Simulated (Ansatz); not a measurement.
# CGaS: the cost of one run

Program: Ansatz 0.2.0, Gaussian basis. Level of theory: the settings change from run to run. These are calculated values, not measurements.

24 further runs of the same task are left out: 7 for a known fault of the program, 1 for a mislabelled method, 6 that didn't finish, 10 set aside as unsound or not needed.

## (1) The system

The geometry is a PBE0/def2-TZVP stationary point (not a proven minimum) of the parent state, kept for this charge and spin. No spin-orbit coupling is included. The filled d shell of Ga may be among the frozen orbitals whatever the setting's name suggests; the logs give the count.

3 atoms, charge 1, spin multiplicity 3.

Atoms are counted from 1 here; the program's logs count them from 0.

Bond lengths: C1–S2 1.726 Å, C1–Ga3 1.874 Å, S2–Ga3 2.403 Å. Angles: S2–C1–Ga3 83.7°, C1–S2–Ga3 50.8°, C1–Ga3–S2 45.5°.

## (2) BCCD(T) on ROHF/cc-pVDZ

in.yaml

```yaml
crystal:
  periodic: [false, false, false]
  atoms:
    - {symbol: C, position_ang: [0.000000, -1.160693, 0.575194]}
    - {symbol: S, position_ang: [0.000000, 0.246092, 1.574708]}
    - {symbol: Ga, position_ang: [0.000000, 0.086769, -0.823279]}
basis:
  gaussian: {orbitals: cc-pVDZ}
total_charge: 1
magnetization: {spin_polarized: false, initial_magnetization: 2}
correlation: {method: bccd_t, electrons: valence}
accuracy: high
scf: {lower_state_search: off}
```

On the command line:

```bash
ansatz run in.yaml --threads 1 --pin off --events-out ev --progress --plain --max-ram 2393MiB
```

**Question.** How long does this run take on 1 thread of Intel Xeon Platinum 8488C, shared host, and how much memory does it need?

About 8.5 s, with a peak of 0.34 GiB.
